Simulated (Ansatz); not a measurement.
# Ti3W2: the cost of one run

Computed with Ansatz 0.2.0 (DFT PBE, scalar-relativistic, plane waves, PAW, unless a step's input says otherwise).

## Step 1: The starting structure

The structure is orthorhombic, space group Fmmm (No. 69). The conventional cell has a = 3.141 Å, b = 4.442 Å, c = 22.208 Å, α = 90.00°, β = 90.00°, γ = 90.00°. Ti (site symmetry mmm) has 4 W at 2.72 Å and 4 Ti at 2.72 Å as nearest neighbours. Around Ti (site symmetry mm2) lie 2 W at 2.72 Å and 6 Ti at 2.72 Å. W (site symmetry mm2) has 4 Ti at 2.72 Å and 4 W at 2.72 Å as nearest neighbours.

As a file:

```
Ti W
1.0
     0.00000    2.22084   11.10421
     1.57037    0.00000   11.10421
     1.57037    2.22084    0.00000
Ti W
3 2
Direct
  0.50000 0.50000 0.50000
  0.70000 0.70000 0.30000
  0.30000 0.30000 0.70000
  0.90000 0.90000 0.10000
  0.10000 0.10000 0.90000
```

The start is an ordering of an alloy on its end members' structure types: elements ordered on the sites of the Gd type, Ti/W on Gd (Fmmm, No. 69).

## Step 2: The guess as it stands, on a coarse mesh

Input file input.yaml:

```yaml
crystal:
  lattice:
    - [0.0, 2.22084223, 11.10421114]
    - [1.5703726, 0.0, 11.10421114]
    - [1.5703726, 2.22084223, 0.0]
  atoms:
    - { symbol: Ti, position: [0.5, 0.5, 0.5] }
    - { symbol: Ti, position: [0.7, 0.7, 0.3] }
    - { symbol: Ti, position: [0.3, 0.3, 0.7] }
    - { symbol: W, position: [0.9, 0.9, 0.1] }
    - { symbol: W, position: [0.1, 0.1, 0.9] }
basis:
  ecutwfc: 420
kpoints:
  mp_grid: { grid: [6, 6, 6] }
hamiltonian:
  xc: pbe
scf:
  occupations: { method: gaussian, width: 0.1 }
  lower_state_search: "off"
output:
  forces: true
  stress: true
  eigenvalues: true
```

Command:

```
$ ansatz run input.yaml --threads 4 --pin off --max-ram 8192MiB --backend cpu --events-out ev --progress --plain --runs-dir out
```

**Question.** How long does this run take on 4 threads of Intel Xeon at 2.70GHz, shared host, and how much memory does it need?

About 3.4 s, with a peak of 0.49 GiB.
